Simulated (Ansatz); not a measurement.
**GeH₃NO: how energies converge with the basis set**

One table from this session's results is given with a row withheld; the runs are named, their logs left out.

Method: one geometry, several basis sets; program: Ansatz 0.2.0, Gaussian basis.

Levels to be run: PBE0-D4/def2-SVP; ωB97M-V/def2-SVP; PBE0-D4/def2-QZVPP; ωB97M-V/def2-QZVPP; the functionals' def2-TZVPP values are taken from earlier runs.

### The geometry

An earlier PBE0-D4 in a triple-zeta def2 set relaxation fixed the geometry.

6 atoms, charge 0, spin multiplicity 1.

Atoms are counted from 1 here; the program's logs count them from 0.

Bond lengths: N1–Ge2 1.829 Å, N1–H4 1.008 Å, N1–H5 1.009 Å, Ge2–O3 1.793 Å, O3–H6 0.961 Å. Angles: Ge2–N1–H4 121.0°, Ge2–N1–H5 127.2°, H4–N1–H5 111.7°, N1–Ge2–O3 99.4°, Ge2–O3–H6 116.5°.

The first run:

in.yaml reads:

```yaml
crystal:
  periodic: [false, false, false]
  atoms:
    - {symbol: N, position_ang: [-0.777933, 0.052091, -0.568645]}
    - {symbol: Ge, position_ang: [0.575347, -1.156153, -0.335717]}
    - {symbol: O, position_ang: [1.505341, -0.310125, 0.942580]}
    - {symbol: H, position_ang: [-1.512243, -0.113084, -1.239224]}
    - {symbol: H, position_ang: [-0.905369, 0.927833, -0.083104]}
    - {symbol: H, position_ang: [1.156857, 0.535438, 1.237710]}
basis:
  gaussian: {orbitals: def2-SVP}
hamiltonian: {xc: pbe0, dispersion: d4}
output: {orbitals: {seedname: orbitals}}
```

Command:

```
ansatz run in.yaml --threads 4 --pin off --events-out ev --progress --plain --max-ram 10444MiB
```

Steps of the session up to this table: PBE0-D4 in def2-SVP; ωB97M-V in def2-SVP; PBE0-D4 in def2-QZVPP; ωB97M-V in def2-QZVPP.

One table of the session follows, with a row left open; its other results are not shown here.

It belongs to the step «Functionals by basis». 

```
functional       basis  HOMO (eV)
   PBE0-D4    def2-SVP          ?
   PBE0-D4  def2-TZVPP      -7.34
   PBE0-D4  def2-QZVPP      -7.42
   ωB97M-V    def2-SVP      -9.38
   ωB97M-V  def2-TZVPP      -9.56
   ωB97M-V  def2-QZVPP      -9.65
```

Q: Estimate the row for PBE0-D4, def2-SVP from the others.

As computed: HOMO (eV): -7.18. In the column «HOMO (eV)» it is the highest.
